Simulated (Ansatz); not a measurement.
# C2H2BCl: small, medium and large basis sets

Aim: see how fast density functionals converge with the basis set for C2H2BCl.

Method: one geometry, several basis sets; program: Ansatz 0.2.0, Gaussian basis.

The runs, in order: PBE0-D4/def2-SVP; ωB97M-V/def2-SVP; PBE0-D4/def2-QZVPP; ωB97M-V/def2-QZVPP; the functionals' def2-TZVPP values are taken from earlier runs.

### 1 Structure used throughout

An earlier PBE0-D4 in a triple-zeta def2 set relaxation fixed the geometry.

SMILES `ClB1C=C1`, 6 atoms, charge 0, spin multiplicity 1.

Atoms are counted from 1 here; the program's logs count them from 0.

Bond lengths: Cl1–B2 1.727 Å, B2–C3 1.463 Å, B2–C4 1.463 Å, C3–C4 1.351 Å, C3–H5 1.082 Å, C4–H6 1.082 Å. Angles: Cl1–B2–C3 152.5°, Cl1–B2–C4 152.5°, C3–B2–C4 55.0°, B2–C3–C4 62.5°, B2–C3–H5 159.4°, C4–C3–H5 138.1°, B2–C4–C3 62.5°, B2–C4–H6 159.4°, C3–C4–H6 138.1°.

### 2 PBE0-D4 in def2-SVP

in.yaml

```yaml
crystal:
  periodic: [false, false, false]
  atoms:
    - {symbol: Cl, position_ang: [-1.122416, -0.607792, 2.192845]}
    - {symbol: B, position_ang: [-0.355860, -0.202517, 0.699329]}
    - {symbol: C, position_ang: [0.403070, 0.699683, -0.166306]}
    - {symbol: C, position_ang: [0.036791, -0.495882, -0.678721]}
    - {symbol: H, position_ang: [0.941767, 1.581812, -0.484923]}
    - {symbol: H, position_ang: [0.138748, -1.039304, -1.608323]}
basis:
  gaussian: {orbitals: def2-SVP}
hamiltonian: {xc: pbe0, dispersion: d4}
output: {orbitals: {seedname: orbitals}}
```

The run is started by

```console
$ ansatz run in.yaml --threads 2 --pin off --events-out ev --progress --plain --max-ram 4352MiB
```

The runs that follow: ωB97M-V in def2-SVP; PBE0-D4 in def2-QZVPP; ωB97M-V in def2-QZVPP.

Q: Predict the results of all the runs planned. Wanted: PBE0-D4: double and triple zeta above quadruple; ωB97M-V: double and triple zeta above quadruple.

**Answer**, as computed:

| quantity | value |
| --- | --- |
| PBE0-D4: double and triple zeta above quadruple | 7.74, 0.52 eV |
| ωB97M-V: double and triple zeta above quadruple | 7.78, 0.48 eV |

In words: For PBE0-D4 the step from double to triple zeta gains 7.22 eV and the next only 0.52 eV. These are total energies; as a rule much of such shifts cancels in differences, which this series doesn't test. The LUMO of ωB97M-V is positive and keeps falling with the basis (2.01 to 1.50 eV): an unbound level that the basis holds in place.
